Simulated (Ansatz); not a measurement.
# SiB₂H₃F: taking an electron away

How much energy removes an electron from SiB₂H₃F at fixed geometry? The cation is run at each level and the neutral's energy taken from earlier runs.

The runs use Ansatz 0.2.0, Gaussian basis; unrestricted cation, the program's frozen cores in correlated methods.

Levels to be run: UKS PBE-D4/def2-TZVPP; UKS r2SCAN-D4/def2-TZVPP; UKS PBE0-D4/def2-TZVPP; UKS B3LYP-D4/def2-TZVPP; UKS wB97X-V/def2-TZVPP; UKS wB97M-V/def2-TZVPP; UKS B2PLYP/def2-TZVPP; UHF-CCSD(T)/def2-TZVPP; UHF-MP2/def2-QZVPP; extrapolation to the limit; then −ε(HOMO) from the neutral's earlier runs with LDA (SPW92), PBE-D4, revPBE-D4, BLYP-D4, r2SCAN-D4, B97M-V, PBE0-D4, B3LYP-D4, r2SCANh-D4, r2SCAN0-D4, HSE06-D4, BHLYP-D4, CAM-B3LYP-D4, LC-ωPBE, ωB97X-V, ωB97M-V.

### Step 1. The relaxed structure

An earlier PBE0-D4/def2-TZVP relaxation fixed the geometry.

7 atoms, charge 0, spin multiplicity 1.

Atoms are counted from 1 here; the program's logs count them from 0.

Bond lengths: F1–B2 1.275 Å, B2–B3 1.536 Å, B2–Si4 2.454 Å, B3–Si4 1.858 Å, B3–H5 1.185 Å, Si4–H6 1.487 Å, Si4–H7 1.488 Å. Angles: F1–B2–B3 173.1°, F1–B2–Si4 124.0°, B3–B2–Si4 49.1°, B2–B3–Si4 92.1°, B2–B3–H5 137.5°, Si4–B3–H5 130.3°, B2–Si4–B3 38.7°, B2–Si4–H6 168.0°, B2–Si4–H7 82.2°, B3–Si4–H6 129.3°, B3–Si4–H7 120.9°, H6–Si4–H7 109.8°.

### Step 2. Cation, UKS PBE-D4/def2-TZVPP

Input file in.yaml:

```yaml
crystal:
  periodic: [false, false, false]
  atoms:
    - {symbol: F, position_ang: [-0.561378, -2.401730, 0.045496]}
    - {symbol: B, position_ang: [0.235557, -1.409213, 0.116142]}
    - {symbol: B, position_ang: [1.048569, -0.107355, 0.170538]}
    - {symbol: Si, position_ang: [-0.460592, 0.929986, -0.140937]}
    - {symbol: H, position_ang: [2.177455, 0.211946, 0.336396]}
    - {symbol: H, position_ang: [-0.581512, 2.408020, -0.250824]}
    - {symbol: H, position_ang: [-1.796897, 0.300346, -0.322511]}
basis:
  gaussian: {orbitals: def2-TZVPP}
total_charge: 1
magnetization: {spin_polarized: true, initial_magnetization: 1}
hamiltonian: {xc: pbe, dispersion: d4}
```

Started as:

```console
ansatz run in.yaml --threads 2 --pin off --events-out ev --progress --plain --max-ram 4352MiB
```

Further steps of the session: Cation, UKS r2SCAN-D4/def2-TZVPP; Cation, UKS PBE0-D4/def2-TZVPP; Cation, UKS B3LYP-D4/def2-TZVPP; Cation, UKS wB97X-V/def2-TZVPP; Cation, UKS wB97M-V/def2-TZVPP; Cation, UKS B2PLYP (frozen core)/def2-TZVPP; Cation, UHF-CCSD(T)/def2-TZVPP; Cation, UHF-MP2/def2-QZVPP.

Before running them: what should the planned runs give, taken together? Wanted: ionisation energy, CCSD(T)/CBS; nearest functional by difference; nearest −ε(HOMO); −ε(HOMO) of PBE; T1 of the cation.

As calculated:

```
                        quantity               value
  ionisation energy, CCSD(T)/CBS             8.61 eV
nearest functional by difference   PBE-D4 (-0.06 eV)
                nearest −ε(HOMO)  LC-ωPBE (+0.13 eV)
                 −ε(HOMO) of PBE             5.61 eV
                T1 of the cation               0.016
```

In words: Energy differences with functionals land within 0.26 eV of the reference. −ε(HOMO) of PBE misses by 3.0 eV, since self-interaction lifts the level. Among orbital estimates LC-ωPBE comes nearest. Hartree-Fock falls 1.46 eV short, as the neutral has more correlation energy than the cation.
